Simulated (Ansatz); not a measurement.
Mg₅Pd, space group P-62m: an equation of state with a fit, run with the Python package of Ansatz (0.2.0).

The script, `mg5pd_eos.py`:
```python
# -*- coding: utf-8 -*-
"""Equation of state of Mg5Pd."""

import logging
import sys

import ansatz
import numpy as np

logging.basicConfig(stream=sys.stdout, format="[%(levelname)s] %(message)s")
log = logging.getLogger("run")
log.setLevel(logging.INFO)

vectors0 = np.array([
    [5.258942, 0.0, 0.0],
    [-2.629471, 4.554378, 0.0],
    [0.0, 0.0, 4.8219],
])
sites = [
    ("Mg", [0.313035, 0.0, 0.5]),
    ("Mg", [0.686965, 0.686965, 0.5]),
    ("Mg", [0.0, 0.313035, 0.5]),
    ("Mg", [1 / 3, 2 / 3, 0.0]),
    ("Mg", [2 / 3, 1 / 3, 0.0]),
    ("Pd", [0.0, 0.0, 0.0]),
]


def make_crystal(cell):
    crystal = ansatz.Crystal(lattice=ansatz.Lattice.of(cell))
    for symbol, position in sites:
        crystal = crystal.atom(symbol, position)
    return crystal

# scale the volume, keep shape and fractions
volumes, energies = [], []
for scale in np.linspace(0.92, 1.08, 7):
    cell = vectors0 * scale ** (1 / 3)
    job = (
        make_crystal(cell).calculation()
        .functional(ansatz.Functional.R2SCAN)
        .occupations("methfessel_paxton", width=150 * ansatz.meV)
        .scf(tolerance=1e-09)
        .basis(600)
        .kpoints(5, 5, 5)
    )
    rep = job.run(threads=1, backend="cpu").report
    volumes.append(abs(np.linalg.det(cell)) / len(sites))
    energies.append(rep["free_energy_ev"] / len(sites))
    log.info(f"V = {volumes[-1]:8.4f} A^3/atom  F = {energies[-1]:.5f} eV/atom")

# third-order Birch-Murnaghan: a cubic in V^(-2/3)
x = np.array(volumes) ** (-2 / 3)
poly = np.polynomial.Polynomial.fit(x, energies, 3).convert()
roots = poly.deriv().roots()
x0 = min((r.real for r in roots if abs(r.imag) < 1e-9 and poly.deriv(2)(r.real) > 0), key=lambda r: abs(r - x.mean()))
v0 = x0 ** -1.5
b0 = 4 / 9 * poly.deriv(2)(x0) * v0 ** (-7 / 3) * 160.21766
b1 = 4 + 2 / 3 * x0 * poly.deriv(3)(x0) / poly.deriv(2)(x0)
log.info(f"V0 = {v0:.4f} A^3/atom, B0 = {b0:.1f} GPa, dB/dP = {b1:.2f}")
```

From its runs, with one value withheld:

| V (Å³/atom) | F less the lowest row shown (meV/atom) |
| --- | --- |
| 17.709 | ? |
| 18.222 | 14.73 |
| 18.735 | 4.50 |
| 19.248 | 0.00 |
| 19.762 | 0.51 |
| 20.275 | 5.38 |
| 20.788 | 14.09 |

What is the missing energy at 17.709 Å³ an atom?

A third-order Birch-Murnaghan fit, E = E0 + (9 V0 B0 / 16) [(t - 1)³ B' + (t - 1)² (6 - 4t)] with t = (V0/V)^(2/3), through the 6 rows shown gives V0 = 19.447 Å³, B0 = 56.1 GPa, B' = 4.09 and E0 = -0.36 meV. At V = 17.709 Å³, t = 1.06443, and the fit extrapolates to 31.52 meV. The run gave 31.51 meV, a miss of 0.01 meV.

Reading the output:
- Shape and fractional positions are held along the curve, so the bulk modulus is an upper value where they are free to relax, by a factor of two or more in layered or hydrogen-bonded cells.
- For a metal this k-point mesh is coarse: on a finer one energies can move by several to tens of meV an atom and pressures by half a GPa or more, differences at one mesh by less.
- This cell is a computed structure, which may not be the phase found in nature.
- Hardware and time: 110 s on 1 thread of Arm Neoverse V1, with other jobs on the host, peak memory 0.69 GiB.
